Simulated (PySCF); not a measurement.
**C2H6Cd (dimethylcadmium) at 3 levels**

Wanted: a comparison of 3 runs (PBE/def2-SVP, SVWN5/def2-SVP, CCSD(T)/def2-SVP) of C2H6Cd (dimethylcadmium). The job is set up through a Python script.

The calculation is run with PySCF 2.14.0.

1 further run of the same task is left out (set aside as unsound or not needed).

### Step 1. The molecule

The species is C2H6Cd (9 atoms), meant as a singlet with charge 0. SMILES: `[CH3][Cd][CH3]`. The Cd2–C3 distance was set to 3.804 Å, away from the relaxed value. At this shape a bond of the SMILES string is far longer than usual.

Bond lengths: C1–Cd2 2.113 Å, C1–H4 1.092 Å, C1–H5 1.092 Å, C1–H6 1.092 Å, C3–H7 1.092 Å, C3–H8 1.092 Å, C3–H9 1.092 Å. Angles: Cd2–C1–H4 110.6°, Cd2–C1–H5 110.6°, Cd2–C1–H6 110.6°, H4–C1–H5 108.3°, H4–C1–H6 108.3°, H5–C1–H6 108.3°, H7–C3–H8 108.3°, H7–C3–H9 108.3°, H8–C3–H9 108.3°.

### Step 2. The energy at PBE/def2-SVP (core potential) (run 1)

Contents of calc.py:

```python
from pyscf import gto, dft

mol = gto.Mole()
mol.atom = '''
C     -3.650824     4.757331    -3.964783
Cd    -1.622581     2.114360    -1.762119
C      2.028243    -2.642971     2.202665
H     -5.328145     3.882199    -4.788704
H     -2.475604     5.477694    -5.500375
H     -4.256104     6.355472    -2.808082
H      1.131757    -4.499816     2.118383
H      3.965212    -2.827219     1.515749
H      2.095139    -2.045062     4.176673
'''
mol.unit = 'bohr'
mol.max_memory = 1860
mol.basis = 'def2-svp'
mol.verbose = 4
mol.ecp = {'Cd': 'def2-svp'}
mol.build()

mf = dft.RKS(mol, xc='pbe')
mf.grids.level = 5
mf.conv_tol = 1e-10
mf.kernel()
if not mf.converged:
    mf = mf.newton().run(mf.mo_coeff, mf.mo_occ)

etot = mf.e_tot
print('Final energy', etot)
```

Command:

```sh
$ OMP_NUM_THREADS=1 python calc.py
```

The log of the run:

```text
PySCF version 2.14.0

[... 92 lines left out ...]
converged SCF energy = -247.244912198562
Final energy -247.2449121985615
```

Wall time 30 s (1 thread of Intel Xeon at 2.70GHz, shared host); peak memory 0.45 GiB.

### Step 3. A single-point energy at SVWN5/def2-SVP (core potential) (run 2)

Contents of input.py:

```python
from pyscf import gto, dft

molecule = gto.M(
    atom='''
C       -1.931933       2.517471      -2.098073
Cd      -0.858633       1.118871      -0.932473
C        1.073300      -1.398600       1.165600
H       -2.819533       2.054371      -2.534073
H       -1.310033       2.898671      -2.910673
H       -2.252233       3.363171      -1.485973
H        0.598900      -2.381200       1.121000
H        2.098300      -1.496100       0.802100
H        1.108700      -1.082200       2.210200
''',
    basis='def2-svp',
    ecp={'Cd': 'def2-svp'},
    max_memory=1860,
    verbose=4,
    spin=0,
)

mf = dft.RKS(molecule)
mf.xc = 'svwn'
mf.conv_tol = 1e-10
mf.grids.level = 5
mf.kernel()
if not mf.converged:
    mf = mf.newton().run(mf.mo_coeff, mf.mo_occ)

energy = mf.e_tot
print(f'total energy: {energy:.8f} hartree')
```

Command:

```sh
$ OMP_NUM_THREADS=1 python input.py
```

The log of the run:

```text
PySCF version 2.14.0

[... 60 lines left out ...]
WARN: HOMO 0.131526693479016 == LUMO 0.131527171186957
[... 36 lines left out ...]
converged SCF energy = -246.289447967262
total energy: -246.28944797 hartree
```

Run time: 15 s. Hardware: 1 thread of Intel Xeon at 2.70GHz, shared host; peak memory 0.29 GiB.

### Step 4. The energy at CCSD(T)/def2-SVP (core potential) (run 3)

Contents of run.py:

```python
from pyscf import gto, scf, cc

molecule = gto.M(
    atom=[
    ('C', (-1.931933, 2.517471, -2.098073)),
    ('Cd', (-0.858633, 1.118871, -0.932473)),
    ('C', (1.073300, -1.398600, 1.165600)),
    ('H', (-2.819533, 2.054371, -2.534073)),
    ('H', (-1.310033, 2.898671, -2.910673)),
    ('H', (-2.252233, 3.363171, -1.485973)),
    ('H', (0.598900, -2.381200, 1.121000)),
    ('H', (2.098300, -1.496100, 0.802100)),
    ('H', (1.108700, -1.082200, 2.210200)),
],
    verbose=3,
    basis='def2-svp',
    ecp={'Cd': 'def2-svp'},
    charge=0,
    max_memory=1860,
)

hf = scf.RHF(molecule)
hf.conv_tol = 1e-10
hf.kernel()
if not hf.converged:
    hf = hf.newton().run(hf.mo_coeff, hf.mo_occ)

mycc = cc.CCSD(hf, frozen=2)
mycc.kernel()
e_t = mycc.ccsd_t()
energy = mycc.e_tot + e_t
print('E = %.10f Eh' % energy)
```

Command:

```sh
$ OMP_NUM_THREADS=1 python run.py
```

The log of the run:

```text
converged SCF energy = -245.839576959148
E(CCSD) = -246.5561575401518  E_corr = -0.7165805810041443
CCSD(T) correction = -0.0297031893577014
E = -246.5858607295 Eh
```

Run time: 68 s. Hardware: 1 thread of Intel Xeon at 2.70GHz, shared host; peak memory 0.61 GiB.

### Step 5. All runs side by side

```csv
run,level,integration grid,frozen core orbitals,energy (Eh),dipole moment (D) of the reference,HOMO energy (eV),LUMO energy (eV),wall time
1,PBE/def2-SVP (core potential),5,–,-247.244912,2.57,-4.43,-3.16,30 s
2,SVWN5/def2-SVP (core potential),5,–,-246.289448,2.45,-4.63,-3.37,15 s
3,CCSD(T)/def2-SVP (core potential),–,2,-246.585861,3.33,-6.44,0.30,68 s
```

### Step 6. Outcome

```
                                          quantity          value
                               run 3: total energy  -246.58586 Eh
       run 3: dipole moment (Hartree–Fock density)         3.33 D
        run 3: HOMO energy (Hartree–Fock orbitals)       -6.44 eV
        run 3: LUMO energy (Hartree–Fock orbitals)        0.30 eV
      run 3: HOMO–LUMO gap (Hartree–Fock orbitals)        6.73 eV
run 3: correlation energy (2 core orbitals frozen)     -746.3 mEh
                             run 3: (T) correction     -29.70 mEh
                              run 3: T1 diagnostic          0.024
```

In words: Totals of different functionals can't be ranked against each other. In runs 1, 2, 3 a closed-shell determinant meets a far-stretched bond, which it describes badly. All runs together took 1.9 min, the longest 68 s.
